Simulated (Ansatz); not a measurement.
**BrClH2OSn: rigid scan of one bond length**

How does the energy of BrClH2OSn change as one bond is stretched? The task is a rigid scan of one bond length, for BrClH2OSn. SMILES: [OH][SnH]([Cl])[Br].

Program: the Python package of Ansatz 0.2.0. Level of theory: B3LYP/def2-SVP. These are calculated values, not measurements.

**1. The structure**

Bond lengths: O1–Sn2 1.956 Å, Sn2–Cl3 2.331 Å, Sn2–Br4 2.443 Å, O1–H5 1.050 Å, Sn2–H6 1.761 Å. Angles: O1–Sn2–Cl3 107.7°, O1–Sn2–Br4 110.7°, O1–Sn2–H6 109.5°, Cl3–Sn2–Br4 108.6°, Cl3–Sn2–H6 110.3°, Br4–Sn2–H6 110.2°, Sn2–O1–H5 103.9°.

brclh2osn.xyz, read by the script:

```xyz
6

O     0.47770    0.91680   -1.26200
Sn    0.10080   -0.20630    0.29420
Cl    1.71260   -1.88930    0.35850
Br   -2.10150   -1.24540    0.09540
H    -0.32860    1.58950   -1.28920
H     0.18110    0.77070    1.75690
```

**2. The code**

Contents of run_scan.py:

```python
"""Stretching a bond of BrClH2OSn, the rest held rigid."""

from dataclasses import dataclass
import warnings

import ansatz as az
import matplotlib.pyplot as plt
import numpy as np


@dataclass(frozen=True)
class Settings:
    basis_set: str = "def2-SVP"
    functional: str = "b3lyp"


opts = Settings()

warnings.simplefilter("ignore", az.DeckWarning)

molecule = az.Crystal.molecule_from_extxyz("brclh2osn.xyz")

symbols = [site.symbol for site in molecule.cartesian_sites]
start = np.array([site.position_ang for site in molecule.cartesian_sites])
axis = (start[0] - start[1]) / np.linalg.norm(start[0] - start[1])
moving = [0, 4]
lengths, energies = [1.721, 1.799, 1.878, 1.956, 2.034, 2.112, 2.19, 2.308], []
for length in lengths:
    xyz = start.copy()
    xyz[moving] += (length - np.linalg.norm(start[0] - start[1])) * axis
    point = az.Crystal.molecule()
    for symbol, xyz in zip(symbols, xyz):
        point = point.atom(symbol, xyz.tolist())
    calculation = point.calculation().basis(gaussian=opts.basis_set).functional(opts.functional).accuracy("high")
    summary = calculation.run(threads=1).report
    energies.append(summary["free_energy_ev"])
    print(f"r = {length:6.3f} A  E = {energies[-1]:.5f} eV  <S^2> = {abs(summary['mean_field']['state']['spin_squared']):.3f}")

# quartic fit about the minimum
fit = np.polynomial.Polynomial.fit(lengths, np.array(energies) - min(energies), 4).convert()
roots = [r.real for r in fit.deriv().roots() if abs(r.imag) < 1e-9 and fit.deriv(2)(r.real) > 0]
r_e = min(roots, key=lambda r: abs(r - lengths[int(np.argmin(energies))]))
print(f"minimum of the fit at {r_e:.4f} A, force constant {fit.deriv(2)(r_e):.2f} eV/A^2")
plt.figure(figsize=(4.5, 3))
plt.plot(lengths, np.array(energies) - min(energies), "o-")
plt.xlabel("bond length (A)")
plt.ylabel("E - E(min) (eV)")
plt.tight_layout()
plt.savefig("scan.png", dpi=100)
```

**3. The run**

On the command line:

```console
$ python run_scan.py
```

**Question.** What results will this script give? Wanted: range of energy; lowest point, distance.

**Answer**, as computed:

| quantity | value |
| --- | --- |
| bond length at the fit's minimum | 1.9948 Å |
| runs compared | 8 |
| range of energy | 1.245 eV |
| lowest point, distance (Å) | 2.03 |

In words: The curve has its lowest point inside the range, at 2.03. The ends stand 1.24 and 0.619 eV above it. The distance scanned is the script's pair 1, 0. Reading the output:
- The rest of the molecule is held rigid at a force-field or estimated start geometry, and the basis set is modest; single-reference methods fail as a bond breaks.
- def2 sets replace the cores of elements past krypton by effective core potentials.
- b3lyp holds the VWN-RPA fit, as in Gaussian; the form of ORCA and Turbomole is b3lyp5.
- The orbitals are restricted, so S² is zero by construction.
